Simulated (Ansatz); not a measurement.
# Cu: the cost of one run

Method: DFT PBEsol, scalar-relativistic, plane waves, PAW, in Ansatz 0.2.0.

### 1 The system as given

Symmetry: Fm-3m, No. 225, cubic system. Conventional cell: a = 3.610 Å, b = 3.610 Å, c = 3.610 Å, α = 90.00°, β = 90.00°, γ = 90.00°. Cu (site symmetry m-3m) has 12 Cu at 2.55 Å as nearest neighbours.

Coordinates:

```cif
data_structure
_symmetry_space_group_name_H-M 'Fm-3m'
_symmetry_Int_Tables_number 225
_cell_length_a 3.6100
_cell_length_b 3.6100
_cell_length_c 3.6100
_cell_angle_alpha 90.000
_cell_angle_beta 90.000
_cell_angle_gamma 90.000
_cell_volume 47.05
loop_
_atom_site_label
_atom_site_type_symbol
_atom_site_symmetry_multiplicity
_atom_site_Wyckoff_symbol
_atom_site_fract_x
_atom_site_fract_y
_atom_site_fract_z
_atom_site_occupancy
Cu1 Cu 4 a 0.00000 0.00000 0.00000 1
```

### 2 Relaxing cell and atoms: Cu, no spin

input.yaml reads:

```yaml
crystal:
  lattice:
    - [0.0, 1.805, 1.805]
    - [1.805, 0.0, 1.805]
    - [1.805, 1.805, 0.0]
  atoms:
    - { symbol: Cu, position: [0.0, 0.0, 0.0] }
scf:
  occupations: { method: gaussian, width: 0.1 }
output:
  forces: true
  stress: true
  eigenvalues: true
  write_density: true
  write_potential: true
  elf: true
  volumetric_format: npy
kpoints:
  mp_grid: { grid: [38, 38, 38] }
hamiltonian:
  xc: pbesol
  pseudopotentials: { kind: paw, azcp: { folder: soft_1 } }
relax:
  f_tol: 0.003
  max_steps: 60
  cell: { stress_tol: 0.02 }
```

The run is started by

```bash
$ ansatz run input.yaml --threads 8 --pin off --max-ram 16384MiB --backend cpu --events-out ev --progress --plain --runs-dir out
```

What time and memory should one allow on 8 threads of Intel Xeon 6975P-C (Granite Rapids), shared host?

About 8 s, with a peak of 0.64 GiB.
